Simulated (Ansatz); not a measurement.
Working through vertical and adiabatic energies of changing the electron count of C2H2Se, SMILES C=C=[Se]

With Ansatz 0.2.0, Python API.

The cells in order, each with its output:

```python
import itertools

import ansatz as az
from ase.data import atomic_numbers, covalent_radii
import numpy as np

geometry_ang = [
    ("C", (0.5193, -0.5128, -0.1792)),
    ("C", (-0.4131, 0.4258, 0.1515)),
    ("Se", (-1.8048, 1.6899, 0.6748)),
    ("H", (1.3956, -0.1756, -0.8001)),
    ("H", (0.3529, -1.5009, 0.1116)),
]
system = az.Crystal.molecule()
for symbol, xyz in geometry_ang:
    system = system.atom(symbol, xyz)

base = system.calculation()
base = base.basis(gaussian="def2-SVP")
base = base.functional("cam_b3lyp")
symbols = [site.symbol for site in system.cartesian_sites]
start = np.array([site.position_ang for site in system.cartesian_sites], dtype=float)
rep = base.relax(force_tolerance=0.01, max_steps=100).run().report
end = np.array(rep["positions_ang"])
```

```python
minimum = az.Crystal.molecule()
for symbol, place in zip(symbols, end):
    minimum = minimum.atom(symbol, place.tolist())
ion = (
    minimum.calculation()
    .basis(gaussian="def2-SVP")
    .functional("cam_b3lyp")
    .charge(1)
    .spin("collinear", total=1)
)
vertical = ion.run().report
settled = ion.relax(force_tolerance=0.01, max_steps=80).run().report
print(f"vertical ionisation energy   {vertical['free_energy_ev'] - rep['free_energy_ev']:.3f} eV")
print(f"adiabatic, no zero point     {settled['free_energy_ev'] - rep['free_energy_ev']:.3f} eV")
print(f"relaxation energy of the ion {vertical['free_energy_ev'] - settled['free_energy_ev']:.3f} eV")
ionised = np.array(settled["positions_ang"])
# pairs closer than 1.2 times the sum of covalent radii, before or after
radius = [covalent_radii[atomic_numbers[s]] for s in symbols]
span = lambda where, i, j: np.linalg.norm(where[i] - where[j])
bonded = [(i, j) for i, j in itertools.combinations(range(len(symbols)), 2) if min(span(end, i, j), span(ionised, i, j)) < 1.2 * (radius[i] + radius[j])]
print("pair        before    after (A)")
for i, j in bonded:
    print(f"{symbols[i]}{i}-{symbols[j]}{j}".ljust(10), f"{span(end, i, j):8.4f} {span(ionised, i, j):8.4f}")
```

    vertical ionisation energy   8.618 eV
    adiabatic, no zero point     8.588 eV
    relaxation energy of the ion 0.030 eV
    pair        before    after (A)
    C0-C1        1.3070   1.3301
    C0-H3        1.0943   1.1004
    C0-H4        1.0943   1.1005
    C1-Se2       1.6953   1.6632

The energies are electronic: no zero-point or thermal terms, and the basis set is short of its limit. The product may relax into another structure. The relaxation finds the nearest minimum, so the adiabatic value is an upper bound. Finished in 46 s on 1 thread of Arm Neoverse V1, with other jobs on the host, peak memory 0.28 GiB.
